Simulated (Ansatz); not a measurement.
# CH3ClF2Si: a ladder of functionals and wavefunction methods

One table from this session's results is given with a row withheld; the runs are named, their logs left out.

The runs use Ansatz 0.2.0, Gaussian basis; functionals in def2-TZVPP, the program's frozen cores in correlated methods.

The runs, in order: LDA (SPW92), PBE-D4, revPBE-D4, BLYP-D4, r2SCAN-D4, B97M-V, PBE0-D4, B3LYP-D4, r2SCANh-D4, r2SCAN0-D4, HSE06-D4, BHLYP-D4, CAM-B3LYP-D4, LC-ωPBE, ωB97X-V, ωB97M-V, B2PLYP, PBE-QIDH; CCSD(T)/def2-SVP; CCSD(T)/def2-TZVPP; MP2/def2-QZVPP; extrapolation to the limit; RPA on PBE.

## The geometry

The geometry comes from an earlier relaxation with PBE0-D4 in a triple-zeta def2 set; it is a stationary point, not always the lowest conformer.

SMILES `C[Si](F)(F)Cl`, 8 atoms, charge 0, spin multiplicity 1.

Atoms are counted from 1 here; the program's logs count them from 0.

Bond lengths: C1–Si2 1.832 Å, C1–H6 1.092 Å, C1–H7 1.092 Å, C1–H8 1.092 Å, Si2–F3 1.582 Å, Si2–F4 1.582 Å, Si2–Cl5 2.029 Å. Angles: Si2–C1–H6 110.1°, Si2–C1–H7 110.4°, Si2–C1–H8 110.4°, H6–C1–H7 108.7°, H6–C1–H8 108.7°, H7–C1–H8 108.5°, C1–Si2–F3 111.0°, C1–Si2–F4 111.0°, C1–Si2–Cl5 112.6°, F3–Si2–F4 106.6°, F3–Si2–Cl5 107.7°, F4–Si2–Cl5 107.7°.

Set-up of the first run:

Contents of in.yaml:

```yaml
crystal:
  periodic: [false, false, false]
  atoms:
    - {symbol: C, position_ang: [-0.808527, -0.299042, 0.512232]}
    - {symbol: Si, position_ang: [0.690598, 0.151390, -0.439162]}
    - {symbol: F, position_ang: [1.986962, -0.472288, 0.219057]}
    - {symbol: F, position_ang: [0.616165, -0.415564, -1.914223]}
    - {symbol: Cl, position_ang: [0.963118, 2.158495, -0.560944]}
    - {symbol: H, position_ang: [-0.917118, -1.385377, 0.549758]}
    - {symbol: H, position_ang: [-0.740189, 0.080447, 1.533393]}
    - {symbol: H, position_ang: [-1.698810, 0.124839, 0.044089]}
basis:
  gaussian: {orbitals: def2-TZVPP}
hamiltonian: {xc: lda}
output: {orbitals: {seedname: orbitals}}
```

Among the steps run: LDA; PBE-D4 (GGA); revPBE-D4 (GGA); BLYP-D4 (GGA); r2SCAN-D4 (meta-GGA); B97M-V (meta-GGA); PBE0-D4 (hybrid); B3LYP-D4 (hybrid); r2SCANh-D4 (hybrid); r2SCAN0-D4 (hybrid); HSE06-D4 (hybrid); BHLYP-D4 (hybrid); CAM-B3LYP-D4 (range-separated); LC-ωPBE-D4 (range-separated; the results give it without D4); ωB97X-V (range-separated); ωB97M-V (range-separated); B2PLYP (double hybrid); PBE-QIDH (double hybrid).

One of the session's tables, all rows but one given; the rest of the session is left out.

It belongs to the step «Frontier levels by functional». 

| functional | HOMO (eV) | LUMO (eV) | gap (eV) |
| --- | --- | --- | --- |
| LDA (SPW92) | -8.34 | -0.20 | 8.14 |
| PBE-D4 | -8.19 | 0.01 | 8.20 |
| revPBE-D4 | -8.13 | 0.11 | 8.24 |
| BLYP-D4 | ? | ? | ? |
| r2SCAN-D4 | -8.57 | 0.69 | 9.26 |
| B97M-V | -8.66 | 0.29 | 8.95 |
| PBE0-D4 | -9.64 | 0.90 | 10.54 |
| B3LYP-D4 | -9.37 | 0.54 | 9.91 |
| r2SCANh-D4 | -9.09 | 0.98 | 10.07 |
| r2SCAN0-D4 | -9.88 | 1.38 | 11.26 |
| HSE06-D4 | -9.23 | 0.52 | 9.76 |
| BHLYP-D4 | -10.95 | 1.54 | 12.49 |
| CAM-B3LYP-D4 | -11.04 | 1.69 | 12.73 |
| LC-ωPBE | -12.47 | 3.05 | 15.52 |
| ωB97X-V | -12.08 | 2.83 | 14.91 |
| ωB97M-V | -11.91 | 2.40 | 14.31 |

Q: Estimate the row for BLYP-D4 from the others.

Worked estimate for «HOMO (eV)». Against the share of exact exchange, B3LYP-D4 (0.2, -9.37), BHLYP-D4 (0.5, -10.95) give a slope of -5.27 per unit share; at 0 the line stands at -8.32.

**Answer.** HOMO (eV): -8.04; LUMO (eV): 0.01; gap (eV): 8.05. In «HOMO (eV)» the line misses by -0.28.
